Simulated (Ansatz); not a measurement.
Co3Ir: equation of state with PBE

Co3Ir:

```xyz
4
Lattice="2.6088 0.0000 0.0000 -1.3044 2.2593 0.0000 0.0000 0.0000 8.1268" Properties=species:S:1:pos:R:3 pbc="T T T"
Ir    0.0000    0.0000    4.0634
Co    1.3044    0.7531    1.9373
Co    1.3044    0.7531    6.1896
Co    0.0000    0.0000    0.0000
```

The cell comes from a database or a generator and needn't be the stable form of this composition.

```json
{
  "Program": "Ansatz 0.2.0",
  "Task": "equation of state",
  "Functional": "PBE",
  "Potentials or basis": "Ansatz PAW",
  "Cutoff": "420 eV",
  "Density cutoff": "1680 eV",
  "k mesh": "12 × 12 × 4",
  "Occupations": "fermi-dirac, width 0.05 eV",
  "Spin": "collinear spin, ferromagnetic start",
  "Starting moments": "[0.6, 2.0, 2.0, 2.0] μB"
}
```

The equilibrium volume is 12.13 Å³/atom. The bulk modulus at fixed shape and positions is 228 GPa and the pressure derivative of the bulk modulus is 4.0.

Energy against volume, from the lowest point:
| volume (Å³/atom) | energy (meV/atom) |
| --- | --- |
| 11.256 | 49.72 |
| 11.496 | 24.98 |
| 11.735 | 9.01 |
| 11.975 | 0.92 |
| 12.214 | 0.00 |
| 12.454 | 5.57 |
| 12.693 | 17.01 |

All runs of the series together: 2.2 min on 2 threads of Arm Neoverse V2 (shared host).

Caveat: the cell was scaled at fixed shape and fractional positions, which overstates the stiffness of a crystal with free parameters, most of all of layers and chains. The run has no spin-orbit coupling, so splittings on Ir are missing.
